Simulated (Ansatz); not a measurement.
# CH₈ClNSi₂: small, medium and large basis sets

Aim: see how fast density functionals converge with the basis set for CH₈ClNSi₂.

Computed with Ansatz 0.2.0, Gaussian basis. Level: one geometry, several basis sets.

Plan: PBE0-D4/def2-SVP; ωB97M-V/def2-SVP; PBE0-D4/def2-QZVPP; ωB97M-V/def2-QZVPP; the functionals' def2-TZVPP values are taken from earlier runs.

### Step 1. The geometry

An earlier PBE0-D4 in a triple-zeta def2 set relaxation fixed the geometry.

SMILES `C[SiH2][SiH](N)Cl`, 13 atoms, charge 0, spin multiplicity 1.

Atoms are counted from 1 here; the program's logs count them from 0.

Bond lengths: C1–Si2 1.873 Å, C1–H6 1.092 Å, C1–H7 1.092 Å, C1–H8 1.092 Å, Si2–Si3 2.338 Å, Si2–H9 1.490 Å, Si2–H10 1.493 Å, Si3–N4 1.706 Å, Si3–Cl5 2.092 Å, Si3–H11 1.484 Å, N4–H12 1.007 Å, N4–H13 1.008 Å. Angles: Si2–C1–H6 110.2°, Si2–C1–H7 110.8°, Si2–C1–H8 110.9°, H6–C1–H7 108.0°, H6–C1–H8 108.6°, H7–C1–H8 108.2°, C1–Si2–Si3 111.3°, C1–Si2–H9 111.1°, C1–Si2–H10 110.7°, Si3–Si2–H9 109.2°, Si3–Si2–H10 106.9°, H9–Si2–H10 107.5°, Si2–Si3–N4 110.0°, Si2–Si3–Cl5 105.7°, Si2–Si3–H11 115.6°, N4–Si3–Cl5 114.4°, N4–Si3–H11 107.0°, Cl5–Si3–H11 104.3° and more.

### Step 2. PBE0-D4 in def2-SVP

in.yaml reads:

```yaml
crystal:
  periodic: [false, false, false]
  atoms:
    - {symbol: C, position_ang: [-0.778207, -1.038479, 1.892707]}
    - {symbol: Si, position_ang: [0.543823, -0.703093, 0.609596]}
    - {symbol: Si, position_ang: [-0.291270, 0.581296, -1.156470]}
    - {symbol: N, position_ang: [0.997229, 1.200647, -2.087280]}
    - {symbol: Cl, position_ang: [-1.498000, 2.043043, -0.272341]}
    - {symbol: H, position_ang: [-1.193179, -0.098379, 2.261739]}
    - {symbol: H, position_ang: [-1.594638, -1.623358, 1.463399]}
    - {symbol: H, position_ang: [-0.367950, -1.593883, 2.738768]}
    - {symbol: H, position_ang: [1.100950, -1.975638, 0.069524]}
    - {symbol: H, position_ang: [1.676121, 0.063865, 1.207490]}
    - {symbol: H, position_ang: [-1.200024, -0.126617, -2.091685]}
    - {symbol: H, position_ang: [1.800459, 1.608747, -1.636578]}
    - {symbol: H, position_ang: [0.825088, 1.627051, -2.984069]}
basis:
  gaussian: {orbitals: def2-SVP}
hamiltonian: {xc: pbe0, dispersion: d4}
output: {orbitals: {seedname: orbitals}}
```

Launch:

```bash
> ansatz run in.yaml --threads 4 --pin off --events-out ev --progress --plain --max-ram 10444MiB
```

Further steps of the session: ωB97M-V in def2-SVP; PBE0-D4 in def2-QZVPP; ωB97M-V in def2-QZVPP.

**Question.** What will the summary of the whole plan be? Wanted: PBE0-D4: double and triple zeta above quadruple; ωB97M-V: double and triple zeta above quadruple.

The runs gave:

| quantity | value |
| --- | --- |
| PBE0-D4: double and triple zeta above quadruple | 14.13, 1.07 eV |
| ωB97M-V: double and triple zeta above quadruple | 14.23, 1.01 eV |

In words: PBE0-D4 gains 13.06 eV from double to triple zeta, then 1.07 eV more. Total energies overstate the basis error of differences, where much of it tends to cancel. The LUMO of ωB97M-V is positive and keeps falling with the basis (2.09 to 1.11 eV): an unbound level that the basis holds in place.
